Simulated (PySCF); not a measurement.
**CH6BN3O: electronic excitations and core binding energies**

What electronic excitations and core binding energies should CH6BN3O (`NB(N)NC=O`) show?

Computed with PySCF 2.14.0, with density-fitted response routines of our own, on a single molecule in the gas phase. Atoms count from 0, in the outputs and in this text.

### 1 Starting geometry

12 atoms, charge 0, multiplicity 1; geometry from: GFN2-xTB.

Bonds of the start (Å): N0–B1 1.41, B1–N2 1.39, B1–N3 1.47, N3–C4 1.35, C4–O5 1.21, N0–H6 1.00, N0–H7 1.00, N2–H8 1.01, N2–H9 1.00, N3–H10 1.01, C4–H11 1.11.

### 2 TDDFT and polarisability: B3LYP/def2-SVPD

The job: settings as JSON, then the geometry in Å.

```
{"job": {"kind": "uv", "xc": "B3LYP", "basis": "def2-SVPD", "nstates": 8, "ntriplets": 3}, "charge": 0, "multiplicity": 1}
N     -1.762684    -0.691539     0.090457
B     -0.554569     0.031545     0.087908
N     -0.468161     1.380987     0.420623
N      0.668276    -0.695566    -0.287524
C      1.917191    -0.198517    -0.342922
O      2.250740     0.937576    -0.098794
H     -2.642257    -0.275954     0.333204
H     -1.836127    -1.661176    -0.153732
H      0.425753     1.842988     0.403164
H     -1.240039     1.958710     0.694922
H      0.576081    -1.670920    -0.525079
H      2.666994    -0.958821    -0.648255
```

With the program's defaults for keys left out, this is: TDDFT B3LYP/def2-SVPD, vertical, gas phase, core orbitals frozen in the response.

The program printed:

```text
coarse grid: 10168 points
cycle   1  E = -305.7679619896  dE =  9.270e-01  |g| = 9.533e-01  |ddm| = 5.513e+00
cycle   2  E = -305.0454111128  dE =  7.226e-01  |g| = 2.075e+00  |ddm| = 8.313e+00
cycle   3  E = -305.9319303277  dE = -8.865e-01  |g| = 3.468e-01  |ddm| = 7.572e+00
cycle   4  E = -305.9560851631  dE = -2.415e-02  |g| = 1.073e-01  |ddm| = 4.013e-01
cycle   5  E = -305.9584082261  dE = -2.323e-03  |g| = 1.910e-02  |ddm| = 1.313e-01
cycle   6  E = -305.9584769583  dE = -6.873e-05  |g| = 8.089e-03  |ddm| = 3.214e-02
cycle   7  E = -305.9584906005  dE = -1.364e-05  |g| = 1.675e-03  |ddm| = 1.098e-02
cycle   8  E = -305.9584911779  dE = -5.773e-07  |g| = 5.237e-04  |ddm| = 3.879e-03
final grid: 98832 points
cycle   9  E = -306.0018721024  dE = -3.237e-05  |g| = 7.657e-03  |ddm| = 1.217e-01
cycle  10  E = -306.0018520337  dE =  2.007e-05  |g| = 1.254e-02  |ddm| = 1.846e-02
cycle  11  E = -306.0018835221  dE = -3.149e-05  |g| = 2.338e-03  |ddm| = 1.134e-02
cycle  12  E = -306.0018846254  dE = -1.103e-06  |g| = 1.851e-04  |ddm| = 3.019e-03
cycle  13  E = -306.0018846303  dE = -4.975e-09  |g| = 1.189e-04  |ddm| = 3.868e-04
cycle  14  E = -306.0018846336  dE = -3.287e-09  |g| = 1.755e-05  |ddm| = 1.537e-04
cycle  15  E = -306.0018846337  dE = -6.617e-11  |g| = 6.180e-06  |ddm| = 4.149e-05
converged SCF energy = -306.0018846337

Static polarisability (au): isotropic 55.687, principal 38.966 59.583 68.511

Singlet excitations
state   eV       nm        f      main configurations
  1   5.4724    226.6   0.00127   H-1->L+1 0.99
  2   5.6795    218.3   0.00168   H->L 0.97
  3   6.0991    203.3   0.02389   H->L+1 0.98
  4   6.3155    196.3   0.00595   H-1->L 0.89, H-2->L+1 0.08
  5   6.3307    195.8   0.00421   H-2->L 0.96
  6   6.6705    185.9   0.00148   H->L+2 0.92
  7   6.9808    177.6   0.31840   H-2->L+1 0.77, H-1->L 0.10, H-1->L+2 0.08
  8   7.1457    173.5   0.04697   H->L+3 0.61, H-2->L+2 0.30

Triplet excitations (Tamm-Dancoff, eV): 4.9830 5.3506 5.5297
```

It took 19 s on 1 thread, shared host.

Frontier orbitals and where they lie:

```csv
orbital,eV,atoms
HOMO−3,-9.21,"N0 25 %, B1 18 %, O5 17 %"
HOMO−2,-7.50,"N3 36 %, O5 22 %, N0 13 %"
HOMO−1,-7.29,"O5 67 %, C4 14 %, H11 8 %"
HOMO,-6.88,"N2 44 %, N0 33 %, B1 9 %"
LUMO,-0.24,"B1 44 %, H10 12 %, H7 12 %"
LUMO+1,-0.03,"C4 37 %, O5 26 %, N3 15 %"
LUMO+2,0.67,"H10 18 %, H11 15 %, C4 15 %"
```

With each of the 8 states as a Gaussian band of 0.4 eV half-width at 1/e, the curve within the window shown has maxima at 178 nm (ε 15,000) L/(mol cm). Beyond the last state computed it falls off for lack of states. The curve at chosen wavelengths:

```csv
nm,ε (L/mol/cm)
167,4425
170,8042
174,12809
177,14528
181,13221
184,10385
188,6316
191,4057
195,2382
198,1831
202,1506
205,1336
209,1080
212,871
216,610
219,451
223,294
226,213
230,140
233,103
237,68
240,49
244,30
247,21
251,12
254,8
```

Ground-state properties from the same run:

```csv
property,computed
dipole moment (D),3.96
polarisability (Å³),8.25
HOMO–LUMO gap (eV),6.64
−ε(HOMO) (eV),6.88
```

### 3 X-ray photoelectron lines: SCAN, X2C

Settings changed since step 2:

```diff
@@ -1,2 +1,2 @@
-{"job": {"kind": "uv", "xc": "B3LYP", "basis": "def2-SVPD", "nstates": 8, "ntriplets": 3}, "charge": 0, "multiplicity": 1}
+{"job": {"kind": "xps"}, "charge": 0, "multiplicity": 1}
 N     -1.762684    -0.691539     0.090457
```

With the program's defaults for keys left out, this is: delta-SCF UKS SCAN, pcX-2 on the ionised atom, pcseg-1 elsewhere, spin-free X2C.

The program printed:

```text
ground state, core basis on atom 0 (N), 145 functions
  cycle   1  E = -306.00172411  |g| = 9.29e-01
  cycle   2  E = -305.26491720  |g| = 2.05e+00
  cycle   3  E = -306.13303412  |g| = 4.62e-01
  cycle   4  E = -306.17895804  |g| = 9.56e-02
  cycle   5  E = -306.18063490  |g| = 3.50e-02
  cycle   6  E = -306.18091097  |g| = 1.05e-02
  cycle   7  E = -306.18093427  |g| = 3.43e-03
  cycle   8  E = -306.18093688  |g| = 8.93e-04
  cycle   9  E = -306.18093756  |g| = 2.00e-04
  E(ground) = -306.19768441 Eh
hole in N 1s of atom 0
  cycle   1  E = -290.61215626  |g| = 1.86e+00
  cycle   2  E = -288.03511543  |g| = 2.51e+00
  cycle   3  E = -290.59335594  |g| = 1.21e+00
  cycle   4  E = -291.21144033  |g| = 4.66e-01
  cycle   5  E = -291.25998297  |g| = 3.02e-01
  cycle   6  E = -291.29869564  |g| = 5.80e-02
  cycle   7  E = -291.30014211  |g| = 1.40e-02
  cycle   8  E = -291.30021927  |g| = 6.87e-03
  cycle   9  E = -291.30023912  |g| = 1.79e-03
  cycle  10  E = -291.30024002  |g| = 8.73e-04
  cycle  11  E = -291.30024074  |g| = 3.57e-04
  E(ion) = -291.31601792 Eh   <S^2> = 0.7631   hole on atom = 1.000   binding energy = 404.951 eV
ground state, core basis on atom 1 (B), 145 functions
  cycle   1  E = -306.16449734  |g| = 5.18e-02
  cycle   2  E = -306.16438935  |g| = 3.56e-02
  cycle   3  E = -306.16458464  |g| = 2.16e-02
  cycle   4  E = -306.16467085  |g| = 1.10e-02
  cycle   5  E = -306.16469556  |g| = 2.42e-03
  cycle   6  E = -306.16469536  |g| = 3.56e-04
  E(ground) = -306.18409314 Eh
hole in B 1s of atom 1
  cycle   1  E = -298.55428750  |g| = 1.18e+00
  cycle   2  E = -296.27198172  |g| = 2.05e+00
  cycle   3  E = -298.40868886  |g| = 1.05e+00
  cycle   4  E = -298.90606835  |g| = 2.93e-01
  cycle   5  E = -298.92397312  |g| = 2.36e-01
  cycle   6  E = -298.94663052  |g| = 7.72e-02
  cycle   7  E = -298.94935394  |g| = 2.33e-02
  cycle   8  E = -298.94957376  |g| = 1.21e-02
  cycle   9  E = -298.94964165  |g| = 6.38e-03
  cycle  10  E = -298.94966488  |g| = 2.39e-03
  cycle  11  E = -298.94967341  |g| = 1.12e-03
  cycle  12  E = -298.94967558  |g| = 2.39e-04
  E(ion) = -298.96998541 Eh   <S^2> = 0.7773   hole on atom = 1.000   binding energy = 196.306 eV
ground state, core basis on atom 3 (N), 145 functions
  cycle   1  E = -306.18064012  |g| = 7.26e-02
  cycle   2  E = -306.18063065  |g| = 1.38e-02
  cycle   3  E = -306.18056968  |g| = 2.25e-02
  cycle   4  E = -306.18066494  |g| = 4.43e-03
  cycle   5  E = -306.18066824  |g| = 8.62e-04
  cycle   6  E = -306.18066803  |g| = 1.20e-04
  E(ground) = -306.19750272 Eh
hole in N 1s of atom 3
  cycle   1  E = -290.58209422  |g| = 1.87e+00
  cycle   2  E = -288.79608037  |g| = 2.58e+00
  cycle   3  E = -290.90305098  |g| = 9.33e-01
  cycle   4  E = -291.13288837  |g| = 6.12e-01
  cycle   5  E = -291.26278548  |g| = 2.02e-01
  cycle   6  E = -291.27815523  |g| = 6.46e-02
  cycle   7  E = -291.27988786  |g| = 1.08e-02
  cycle   8  E = -291.27994020  |g| = 6.18e-03
  cycle   9  E = -291.27995894  |g| = 2.97e-03
  cycle  10  E = -291.27996432  |g| = 1.61e-03
  cycle  11  E = -291.27996502  |g| = 3.10e-04
  E(ion) = -291.29526296 Eh   <S^2> = 0.7646   hole on atom = 1.000   binding energy = 405.511 eV
ground state, core basis on atom 4 (C), 145 functions
  cycle   1  E = -306.17235684  |g| = 5.64e-02
  cycle   2  E = -306.17235694  |g| = 1.16e-02
  cycle   3  E = -306.17230380  |g| = 2.00e-02
  cycle   4  E = -306.17237748  |g| = 4.48e-03
  cycle   5  E = -306.17238137  |g| = 7.97e-04
  cycle   6  E = -306.17238135  |g| = 2.00e-04
  E(ground) = -306.19120184 Eh
hole in C 1s of atom 4
  cycle   1  E = -294.83559530  |g| = 1.50e+00
  cycle   2  E = -292.78892572  |g| = 2.31e+00
  cycle   3  E = -295.02951842  |g| = 8.27e-01
  cycle   4  E = -295.25826572  |g| = 5.48e-01
  cycle   5  E = -295.26660939  |g| = 5.05e-01
  cycle   6  E = -295.37812556  |g| = 1.07e-01
  cycle   7  E = -295.38209488  |g| = 4.86e-02
  cycle   8  E = -295.38282024  |g| = 3.34e-02
  cycle   9  E = -295.38343215  |g| = 8.10e-03
  cycle  10  E = -295.38347399  |g| = 2.76e-03
  cycle  11  E = -295.38348471  |g| = 2.16e-03
  cycle  12  E = -295.38349274  |g| = 1.32e-03
  cycle  13  E = -295.38349583  |g| = 5.89e-04
  cycle  14  E = -295.38349824  |g| = 2.33e-04
  E(ion) = -295.40090679 Eh   <S^2> = 0.7904   hole on atom = 1.000   binding energy = 293.619 eV
ground state, core basis on atom 5 (O), 145 functions
  cycle   1  E = -306.19570898  |g| = 9.80e-02
  cycle   2  E = -306.19427917  |g| = 9.36e-02
  cycle   3  E = -306.19465827  |g| = 8.29e-02
  cycle   4  E = -306.19597478  |g| = 8.12e-03
  cycle   5  E = -306.19598910  |g| = 8.98e-04
  cycle   6  E = -306.19599015  |g| = 3.10e-04
  E(ground) = -306.21220627 Eh
hole in O 1s of atom 5
  cycle   1  E = -285.62713004  |g| = 2.22e+00
  cycle   2  E = -284.27523624  |g| = 2.41e+00
  cycle   3  E = -286.00225519  |g| = 9.48e-01
  cycle   4  E = -286.40979155  |g| = 3.52e-01
  cycle   5  E = -286.44835626  |g| = 1.38e-01
  cycle   6  E = -286.45522856  |g| = 7.08e-02
  cycle   7  E = -286.45742423  |g| = 1.02e-02
  cycle   8  E = -286.45745369  |g| = 7.74e-03
  cycle   9  E = -286.45748259  |g| = 2.61e-03
  cycle  10  E = -286.45748761  |g| = 1.20e-03
  cycle  11  E = -286.45748950  |g| = 6.55e-04
  cycle  12  E = -286.45749054  |g| = 3.17e-04
  E(ion) = -286.47588643 Eh   <S^2> = 0.7661   hole on atom = 1.000   binding energy = 537.053 eV
```

Run time: 36 s. Hardware: 1 thread, shared host.

The holes in one table. −ε is the ground-state orbital energy:

```csv
hole,stands for,environment,ΔSCF (eV),−ε (eV),⟨S²⟩
N1s on N0,"N0, N2","nitrogen bonded to B, 2 H",404.95,385.5,0.763
B1s on B1,B1,boron bonded to 3 N,196.31,180.2,0.777
N1s on N3,N3,amide-type nitrogen,405.51,386.3,0.765
C1s on C4,C4,amide carbonyl carbon,293.62,276.1,0.790
O1s on O5,O5,amide-type carbonyl oxygen,537.05,515.7,0.766
```

Each hole run stands for the others of its class of like atoms.

### 4 What came out

```
                                quantity                        value
        lowest singlet (B3LYP/def2-SVPD)  5.47 eV (227 nm), f = 0.001
brightest single state of those computed  state 7, 6.98 eV, f = 0.318
                          lowest triplet                      4.98 eV
        N1s binding energies, SCAN/pcX-2      N3 405.51, N0 404.95 eV
        B1s binding energies, SCAN/pcX-2                 B1 196.31 eV
        C1s binding energies, SCAN/pcX-2                 C4 293.62 eV
        O1s binding energies, SCAN/pcX-2                 O5 537.05 eV
```

**Reading.** The first singlet state (HOMO−1→LUMO+1 0.99) lies at 5.47 eV and is weak; of the 8 states computed, the strongest absorption comes from state 7 at 6.98 eV. The lowest triplet lies 0.49 eV below the lowest singlet (triplets in Tamm-Dancoff, singlets in full TDDFT). States above −ε(HOMO) lie where TDDFT describes them poorly and they hang on the basis; the brightest is among them. The N1s levels kept as sound span 0.56 eV, from N0 (nitrogen bonded to B, 2 H) up to N3 (amide-type nitrogen).
